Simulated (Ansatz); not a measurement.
# C2H5F3Si: one species, many methods

An exercise on one series of results from a longer session: the logs are not shown, and one member is left open.

Computed with Ansatz 0.2.0, Gaussian basis. Level: functionals in def2-TZVPP, the program's frozen cores in correlated methods.

The runs, in order: LDA (SPW92), PBE-D4, revPBE-D4, BLYP-D4, r2SCAN-D4, B97M-V, PBE0-D4, B3LYP-D4, r2SCANh-D4, r2SCAN0-D4, HSE06-D4, BHLYP-D4, CAM-B3LYP-D4, LC-ωPBE, ωB97X-V, ωB97M-V, B2PLYP, PBE-QIDH; CCSD(T)/def2-SVP; CCSD(T)/def2-TZVPP; MP2/def2-QZVPP; extrapolation to the limit; RPA on PBE.

### The geometry

An earlier PBE0-D4 in a triple-zeta def2 set relaxation fixed the geometry.

SMILES `C[SiH2]C(F)(F)F`, 11 atoms, charge 0, spin multiplicity 1.

Atoms are counted from 1 here; the program's logs count them from 0.

Bond lengths: C1–Si2 1.859 Å, C1–H7 1.092 Å, C1–H8 1.092 Å, C1–H9 1.092 Å, Si2–C3 1.934 Å, Si2–H10 1.483 Å, Si2–H11 1.483 Å, C3–F4 1.349 Å, C3–F5 1.345 Å, C3–F6 1.349 Å. Angles: Si2–C1–H7 110.6°, Si2–C1–H8 110.6°, Si2–C1–H9 110.6°, H7–C1–H8 108.3°, H7–C1–H9 108.3°, H8–C1–H9 108.4°, C1–Si2–C3 108.3°, C1–Si2–H10 112.9°, C1–Si2–H11 112.9°, C3–Si2–H10 106.0°, C3–Si2–H11 106.0°, H10–Si2–H11 110.3°, Si2–C3–F4 111.8°, Si2–C3–F5 112.8°, Si2–C3–F6 111.8°, F4–C3–F5 106.8°, F4–C3–F6 106.5°, F5–C3–F6 106.7°.

Set-up of the first run:

Contents of in.yaml:

```yaml
crystal:
  periodic: [false, false, false]
  atoms:
    - {symbol: C, position_ang: [-0.349503, -1.159823, 1.051027]}
    - {symbol: Si, position_ang: [0.666749, -0.359064, -0.284474]}
    - {symbol: C, position_ang: [-0.163032, 1.324630, -0.749836]}
    - {symbol: F, position_ang: [-1.424984, 1.155787, -1.194779]}
    - {symbol: F, position_ang: [0.502619, 1.984658, -1.713676]}
    - {symbol: F, position_ang: [-0.238628, 2.156051, 0.309468]}
    - {symbol: H, position_ang: [0.087455, -2.116593, 1.345262]}
    - {symbol: H, position_ang: [-1.368048, -1.341872, 0.702084]}
    - {symbol: H, position_ang: [-0.396661, -0.519374, 1.934167]}
    - {symbol: H, position_ang: [2.043117, -0.026976, 0.157419]}
    - {symbol: H, position_ang: [0.706214, -1.154325, -1.535861]}
basis:
  gaussian: {orbitals: def2-TZVPP}
hamiltonian: {xc: lda}
output: {orbitals: {seedname: orbitals}}
```

Steps of the session up to this table: LDA; PBE-D4 (GGA); revPBE-D4 (GGA); BLYP-D4 (GGA); r2SCAN-D4 (meta-GGA); B97M-V (meta-GGA); PBE0-D4 (hybrid); B3LYP-D4 (hybrid); r2SCANh-D4 (hybrid); r2SCAN0-D4 (hybrid); HSE06-D4 (hybrid); BHLYP-D4 (hybrid); CAM-B3LYP-D4 (range-separated); LC-ωPBE-D4 (range-separated; the results give it without D4); ωB97X-V (range-separated); ωB97M-V (range-separated); B2PLYP (double hybrid); PBE-QIDH (double hybrid).

One table of the session follows, with a row left open; its other results are not shown here.

It belongs to the step «Orbital energies across the functionals». 

| functional | HOMO (eV) | LUMO (eV) | gap (eV) |
| --- | --- | --- | --- |
| LDA (SPW92) | -7.90 | -0.66 | 7.24 |
| PBE-D4 | -7.73 | -0.43 | 7.29 |
| revPBE-D4 | -7.65 | -0.33 | 7.32 |
| BLYP-D4 | -7.68 | -0.36 | 7.32 |
| r2SCAN-D4 | -8.08 | 0.03 | 8.12 |
| B97M-V | -8.19 | -0.30 | 7.89 |
| PBE0-D4 | ? | ? | ? |
| B3LYP-D4 | -9.10 | 0.10 | 9.20 |
| r2SCANh-D4 | -8.66 | 0.30 | 8.96 |
| r2SCAN0-D4 | -9.53 | 0.68 | 10.21 |
| HSE06-D4 | -8.89 | 0.00 | 8.88 |
| BHLYP-D4 | -10.84 | 1.06 | 11.91 |
| CAM-B3LYP-D4 | -10.79 | 1.23 | 12.02 |
| LC-ωPBE | -12.05 | 2.46 | 14.51 |
| ωB97X-V | -11.72 | 2.28 | 14.01 |
| ωB97M-V | -11.59 | 1.89 | 13.49 |

Estimate the missing values for PBE0-D4.

The run gave: HOMO (eV): -9.29; LUMO (eV): 0.37; gap (eV): 9.66. In the column «HOMO (eV)» it lies between r2SCAN0-D4 (-9.53) and B3LYP-D4 (-9.10).
